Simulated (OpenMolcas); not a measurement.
# F⁺: CASSCF and CASPT2 terms and fine-structure levels

Which level of F⁺ lies lowest, and where do the others fall? The reference wave functions come first, then spin-orbit coupling, then second-order correlation under several settings.

The numbers are computed with OpenMolcas 26.06 (state-averaged CASSCF and CASPT2, spin-orbit coupling by RASSI with atomic mean-field integrals), except any that are marked as measured or tabulated.

## (1) The system

```
Species                           : F⁺ (fluorine, Z = 9, 8 electrons)
Basis                             : ANO-R1 [3s2p1d], 14 functions
Scalar Hamiltonian                : X2C, finite nucleus
Inactive shells                   : 1s 2s
Active space                      : 4 electrons in 3 orbitals (2p)
Some configurations of this space : 2s2 2p4
Orbitals                          : optimised for each spin and parity, averaged over all roots
```

Outer shells as boxes (Hund's rule):

2s2 2p4
```
2s [↑↓]
2p [↑↓][↑ ][↑ ]
```

Each step is its own input file, run in one work folder so that later steps find the files of earlier ones. Labels, J, g values, rates, χT and fits are worked out afterwards by a script from the matrices that RASSI stores.

## (2) One- and two-electron integrals

Input file a.inp:

```
&GATEWAY
Coord
1

F 0.0 0.0 0.0
Basis=ANO-R1
Group=XYZ
NoMove
AngMom=0.0 0.0 0.0
AMFI
&SEWARD
```

Launch:

```
OMP_NUM_THREADS=1 MOLCAS_MEM=1689 MOLCAS_PROJECT=a pymolcas a.inp > a.log
```

Output:

```text
Basis set label: F.ANO-R...3S2P1D.

      Electronic valence basis set:
      ------------------
      Associated Effective Charge   9.000000 au
      Associated Actual Charge      9.000000 au
      Nuclear Model: Finite nucleus - Gaussian distribution
        Gaussian exponent, Xi/bohr**(-2):  5.35469E+08

      Shell  nPrim  nBasis  Cartesian Spherical Contaminant
         s      13       3        X
         p       8       2        X
         d       4       1                 X
                  Relativistic X2C integrals
                  Atomic mean-field integrals
```

## (3) Reference wave functions, triplets of even parity, 3 roots

Input file a.inp:

```
&RASSCF
FileOrb=start.orb
Symmetry=1
Spin=3
nActEl=4 0 0
Inactive=2 0
Ras2=0 3
CIRoot=3 3 1
SDav=3
CIMx=300
Iter=120 100
PrWF=0.3
OrbListing=Nothing
MaxOrb=0
Atom
>>> COPY $Project.JobIph JOB001
```

Launch:

```
OMP_NUM_THREADS=1 MOLCAS_MEM=1689 MOLCAS_PROJECT=a pymolcas a.inp > a.log
```

start.orb holds the contracted functions of the basis, ordered by shell, or the orbitals of the step before.

Output, shortened:

```text
[...]
      Number of active orbitals                  3
[...]
      Spin quantum number                      1.0
[...]
      Active orbitals                            0   3
[...]
      Number of CSFs                             3
      Number of root(s) required                 3
[...]
      Convergence after  7 iterations
[...]
      Natural orbitals and occupation numbers for root  1
      sym 2:   1.000000   1.000000   2.000000
      Natural orbitals and occupation numbers for root  2
      sym 2:   2.000000   1.000000   1.000000
      Natural orbitals and occupation numbers for root  3
      sym 2:   1.000000   2.000000   1.000000
::    RASSCF root number  1 Total energy:    -98.91702107
::    RASSCF root number  2 Total energy:    -98.91702107
::    RASSCF root number  3 Total energy:    -98.91702107
```

## (4) CASSCF: singlets of even parity, 6 roots

Input file a.inp:

```
&RASSCF
FileOrb=start.orb
Symmetry=1
Spin=1
nActEl=4 0 0
Inactive=2 0
Ras2=0 3
CIRoot=6 6 1
SDav=6
CIMx=300
Iter=120 100
PrWF=0.3
OrbListing=Nothing
MaxOrb=0
Atom
>>> COPY $Project.JobIph JOB002
```

Launch:

```
OMP_NUM_THREADS=1 MOLCAS_MEM=1689 MOLCAS_PROJECT=a pymolcas a.inp > a.log
```

Output, shortened:

```text
[...]
      Number of active orbitals                  3
[...]
      Spin quantum number                      0.0
[...]
      Active orbitals                            0   3
[...]
      Number of CSFs                             6
      Number of root(s) required                 6
[...]
      Convergence after  7 iterations
[...]
      Natural orbitals and occupation numbers for root  1
      sym 2:   1.292489   0.777490   1.930021
      Natural orbitals and occupation numbers for root  2
      sym 2:   1.982363   0.876895   1.140742
      Natural orbitals and occupation numbers for root  3
      sym 2:   0.666667   1.666667   1.666667
::    RASSCF root number  1 Total energy:    -98.81414207
::    RASSCF root number  2 Total energy:    -98.81414207
::    RASSCF root number  3 Total energy:    -98.81414207
::    RASSCF root number  4 Total energy:    -98.81414207
::    RASSCF root number  5 Total energy:    -98.81414207
::    RASSCF root number  6 Total energy:    -98.66072447
```

## (5) RASSI: spin-orbit coupling between the states

Input file a.inp:

```
&RASSI
NrOfJobIphs=2 3 6
1 2 3
1 2 3 4 5 6
IphNames
JOB001
JOB002
EJob
SpinOrbit
DIPRint=1.0
SOCoupling=1000.0
Subsets=2
MEES
Property=10
'ANGMOM' 1 'ANGMOM' 2 'ANGMOM' 3 'MLTPL  1' 1 'MLTPL  1' 2 'MLTPL  1' 3
'AMFI' 1 'AMFI' 2 'AMFI' 3 'MLTPL  2' 6
SOProperty=3
'ANGMOM' 1 'ANGMOM' 2 'ANGMOM' 3
```

Output, shortened:

```text
SPIN-FREE ENERGIES:
  (Shifted by EMIN (a.u.) =        -98.9170210685)
 SF State       Relative EMIN(au)   Rel lowest level(eV)    D:o, cm**(-1)      L_eff
     1             0.0000000000        0.0000000000              0.0000         1.0
     2             0.0000000000        0.0000000000              0.0000         1.0
     3             0.0000000000        0.0000000000              0.0000         1.0
     4             0.1028790034        2.7994802969          22579.3313         2.0
     5             0.1028790034        2.7994802969          22579.3313         2.0
     6             0.1028790034        2.7994802969          22579.3313         2.0
     7             0.1028790034        2.7994802969          22579.3313         2.0
     8             0.1028790034        2.7994802969          22579.3313         2.0
     9             0.2562965953        6.9741856475          56250.6008         0.0
     Dipole printing threshold changed to   1.00000000E+00
Eigenvalues of complex Hamiltonian:
   -----------------------------------
  (Shifted by EMIN (a.u.) =        -98.9170210685)
 SO State       Relative EMIN(au)   Rel lowest level(eV)    D:o, cm**(-1)     J-value
     1            -0.0007388648        0.0000000000              0.0000         1.2
     2            -0.0007388648        0.0000000000              0.0000         1.8
     3            -0.0007388648        0.0000000000              0.0000         1.2
     4            -0.0007388648        0.0000000000              0.0000         1.8
     5            -0.0007388648        0.0000000000              0.0000         1.8
     6             0.0007287797        0.0399366428            322.1107         1.0
     7             0.0007287797        0.0399366428            322.1107         0.6
     8             0.0007287797        0.0399366428            322.1107         0.6
     9             0.0014411580        0.0593214433            478.4597        -0.0
    10             0.1028890885        2.8198602635          22743.7069         1.8
    11             0.1028890885        2.8198602635          22743.7069         1.2
[...]
```

Time for these steps: 2 s (1 thread, shared host).

The roots that group into whole terms:

| configuration | term | E (eV) |
| --- | --- | --- |
| 2s2 2p4 | 3P | 0.0000 |
| 2s2 2p4 | 1D | 2.7995 |
| 2s2 2p4 | 1S | 6.9742 |

Fine-structure levels, from the RASSI matrices grouped by J:

| Configuration | Term | J | E (eV) | g | Leading % |
| --- | --- | --- | --- | --- | --- |
| 2s2 2p4 | 3P | 2 | 0.0000 | 1.501 | 100 |
| 2s2 2p4 | 3P | 1 | 0.0399 | 1.501 | 100 |
| 2s2 2p4 | 3P | 0 | 0.0593 |  | 100 |
| 2s2 2p4 | 1D | 2 | 2.8199 | 1.000 | 100 |
| 2s2 2p4 | 1S | 0 | 6.9947 |  | 100 |

Orbitals of the lowest block:

```
shell     space  energy (hartree)  mean occupation  ⟨r²⟩ (bohr²)
   1s  inactive          -27.1718            2.000        0.0415
   2s  inactive           -2.2017            2.000          1.12
   2p      RAS2                              4.000          1.21
```

## (6) CASPT2: IPEA 0.25, imaginary shift 0.1 (closed shells correlated: 1s 2s)

Input file a.inp:

```
>>> COPY JOB001 $Project.JobIph
&CASPT2
Multistate=3 1 2 3
Frozen=0 0
IPEA=0.25
Imaginary=0.1
MaxIter=60
WThr=0.0 0.3 0.05
PrWF=0.5
NoMix
>>> COPY JOB002 $Project.JobIph
&CASPT2
Multistate=6 1 2 3 4 5 6
Frozen=0 0
IPEA=0.25
Imaginary=0.1
MaxIter=60
WThr=0.0 0.3 0.05
PrWF=0.5
NoMix
```

Launch:

```
OMP_NUM_THREADS=1 MOLCAS_MEM=1689 MOLCAS_PROJECT=a pymolcas a.inp > a.log
```

Output:

```text
Orbital specifications:
      -----------------------

      Symmetry species                           1   2
                                                ag  au
      Frozen orbitals                            0   0
      Inactive orbitals                          2   0
      Active orbitals                            0   3
      Secondary orbitals                         6   3
      Deleted orbitals                           0   0
      Number of basis functions                  8   6
Type of calculation                        MS-CASPT2
      Fock operator                              state-specific
      IPEA shift                                 0.25
      Real shift                                 0.00
      Imaginary shift                            0.10
      The input orbitals will be transformed to quasi-canonical
Reference energy:         -98.9170210685
      E2 (Non-variational):      -0.1000536280
      Shift correction:          -0.0000400393
      E2 (Variational):          -0.1000936673
      Total energy:             -99.0171147358
      Residual norm:              0.0000006836
      Reference weight:           0.98142
      Contributions to the CASPT2 correlation energy
      Active & Virtual Only:         -0.0548739872
      One Inactive Excited:          -0.0394028640
      Two Inactive Excited:          -0.0057767768
Reference energy:         -98.9170210685
      E2 (Non-variational):      -0.1000536280
      Shift correction:          -0.0000400393
      E2 (Variational):          -0.1000936673
      Total energy:             -99.0171147358
      Residual norm:              0.0000006836
      Reference weight:           0.98142
      Contributions to the CASPT2 correlation energy
      Active & Virtual Only:         -0.0548739872
      One Inactive Excited:          -0.0394028640
      Two Inactive Excited:          -0.0057767768
::    CASPT2 Root  1     Total energy:    -99.01711474
::    CASPT2 Root  2     Total energy:    -99.01711474
::    CASPT2 Root  3     Total energy:    -99.01711474
::    MS-CASPT2 Root  1     Total energy:    -99.01711474
::    MS-CASPT2 Root  2     Total energy:    -99.01711474
::    MS-CASPT2 Root  3     Total energy:    -99.01711474
Orbital specifications:
      -----------------------

      Symmetry species                           1   2
                                                ag  au
      Frozen orbitals                            0   0
      Inactive orbitals                          2   0
      Active orbitals                            0   3
      Secondary orbitals                         6   3
      Deleted orbitals                           0   0
      Number of basis functions                  8   6
Type of calculation                        MS-CASPT2
      Fock operator                              state-specific
      IPEA shift                                 0.25
      Real shift                                 0.00
      Imaginary shift                            0.10
      The input orbitals will be transformed to quasi-canonical
Reference energy:         -98.8141420652
      E2 (Non-variational):      -0.1049262152
      Shift correction:          -0.0000407110
      E2 (Variational):          -0.1049669262
      Total energy:             -98.9191089914
      Residual norm:              0.0000007760
      Reference weight:           0.98052
      Contributions to the CASPT2 correlation energy
      Active & Virtual Only:         -0.0565415686
      One Inactive Excited:          -0.0425239764
      Two Inactive Excited:          -0.0058606702
Reference energy:         -98.8141420652
      E2 (Non-variational):      -0.1050616582
      Shift correction:          -0.0000408756
      E2 (Variational):          -0.1051025338
      Total energy:             -98.9192445990
      Residual norm:              0.0000005410
      Reference weight:           0.98048
      Contributions to the CASPT2 correlation energy
      Active & Virtual Only:         -0.0566634815
      One Inactive Excited:          -0.0425383314
      Two Inactive Excited:          -0.0058598453
::    CASPT2 Root  1     Total energy:    -98.91910899
::    CASPT2 Root  2     Total energy:    -98.91924460
::    CASPT2 Root  3     Total energy:    -98.91901579
::    CASPT2 Root  4     Total energy:    -98.91903495
::    CASPT2 Root  5     Total energy:    -98.91936152
::    CASPT2 Root  6     Total energy:    -98.79765165
::    MS-CASPT2 Root  1     Total energy:    -98.91980443
::    MS-CASPT2 Root  2     Total energy:    -98.91952356
::    MS-CASPT2 Root  3     Total energy:    -98.91909866
::    MS-CASPT2 Root  4     Total energy:    -98.91875913
::    MS-CASPT2 Root  5     Total energy:    -98.91864643
::    MS-CASPT2 Root  6     Total energy:    -98.79758530
```

This run took 0.68 s in all on 1 thread, shared host.

SS-CASPT2: lowest energy less the reference's lowest, -0.1001 hartree; reference weights 0.965 to 0.981. These are the single-state energies of the run (the lines without MS-).

The roots that group into whole terms:

| configuration | term | E (eV) | spread (cm-1) |
| --- | --- | --- | --- |
| 2s2 2p4 | 3P | 0.0000 | 0 |
| 2s2 2p4 | 1D | 2.666 | 76 |
| 2s2 2p4 | 1S | 5.972 | 0 |

Fine-structure levels, from the RASSI matrix with the averaged CASPT2 term energies on its diagonal:

| Configuration | Term | J | E (eV) | Leading % |
| --- | --- | --- | --- | --- |
| 2s2 2p4 | 3P | 2 | 0.0000 | 100 |
| 2s2 2p4 | 3P | 1 | 0.0400 | 100 |
| 2s2 2p4 | 3P | 0 | 0.0593 | 100 |
| 2s2 2p4 | 1D | 2 | 2.686 | 100 |
| 2s2 2p4 | 1S | 0 | 5.993 | 100 |

The strongest lines between these levels (SS-CASPT2 energies, vacuum wavelengths; moments from the reference wave functions; branching within the model space):

```csv
upper,lower,type,λ (nm),A (s-1),branching %
2s2 2p4 1S0,2s2 2p4 3P2,E2,206.9,2.39e-03,0.1
2s2 2p4 1S0,2s2 2p4 3P1,M1,208.3,5.27e-01,12.5
2s2 2p4 1S0,2s2 2p4 1D2,E2,375,3.69e+00,87.4
2s2 2p4 1D2,2s2 2p4 3P2,M1,461.6,4.43e-02,75.7
2s2 2p4 1D2,2s2 2p4 3P2,E2,461.6,1.09e-04,0.2
2s2 2p4 1D2,2s2 2p4 3P1,M1,468.5,1.41e-02,24.1
2s2 2p4 1D2,2s2 2p4 3P1,E2,468.5,1.41e-05,0.0
2s2 2p4 3P1,2s2 2p4 3P2,M1,31030,7.55e-04,100.0
2s2 2p4 3P0,2s2 2p4 3P1,M1,64210,2.05e-04,100.0
```

[end of part 1 of 2]
